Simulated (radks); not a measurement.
# Ge²⁺ in [Ar] 3d9.75 4s2 4d0.25: an all-electron calculation

An exercise on one series of results from a longer session: the logs are not shown, and one member is left open.

Method: scalar-relativistic Kohn-Sham, BLYP, spin-polarised, spherical densities, finite nucleus; open shells are filled with parallel spins first. Code: radks (a radial shooting solver on a logarithmic mesh, Libxc functionals) version 1.

### The atom as given

- element: germanium (Z = 32)
- charge: +2
- electrons: 30
- configuration: [Ar] 3d9.75 4s2 4d0.25
- nuclear rms radius: 4.0742 fm

Set-up of the first run:

Input:

```text
Z 32
configuration [Ar] 3d9.75 4s2 4d0.25 4p0 5s0 4f0 5d0
relativity scalar-relativistic
functional b88,lyp
spin polarised
nucleus finite rms 4.0742 fm
c 137.035999084
```

Command:

```console
$ python run_ks.py task.json out
```

All runs below come from this command, one after another.

One table of the session follows, with a row left open; its other results are not shown here.

It belongs to the step «Shells». From the orbitals of this run (lengths in bohr):

```
  level      <r>  outermost maximum (interpolated)  90 % within  nodes
  1s up  0.04700                            0.0307       0.0840      0
1s down  0.04700                            0.0307       0.0840      0
  2s up   0.2101                             0.176        0.325      1
2s down   0.2100                             0.176        0.325      1
  2p up   0.1837                             0.141        0.300      0
2p down   0.1837                             0.141        0.300      0
  3s up   0.6231                             0.542        0.932      2
3s down   0.6233                             0.542        0.932      2
  3p up   0.6450                             0.542        0.991      1
3p down   0.6453                             0.542        0.992      1
  3d up   0.7224                             0.501         1.22      0
3d down   0.7235                             0.501         1.22      0
  4s up    1.909                              1.65         2.82      3
4s down    1.908                              1.65         2.82      3
  4p up    2.283                              1.93         3.42      2
4p down    2.284                              1.93         3.42      2
  5s up    4.532                              4.23         6.48      4
  4d up        ?                                 ?            ?      ?
```

**Question.** Estimate the row for 4d up.

As computed: <r>: 3.653; outermost maximum (interpolated): 3.11; 90 % within: 5.52; nodes: 1. In the column «<r>» it lies between 4p down (2.284) and 5s up (4.532).
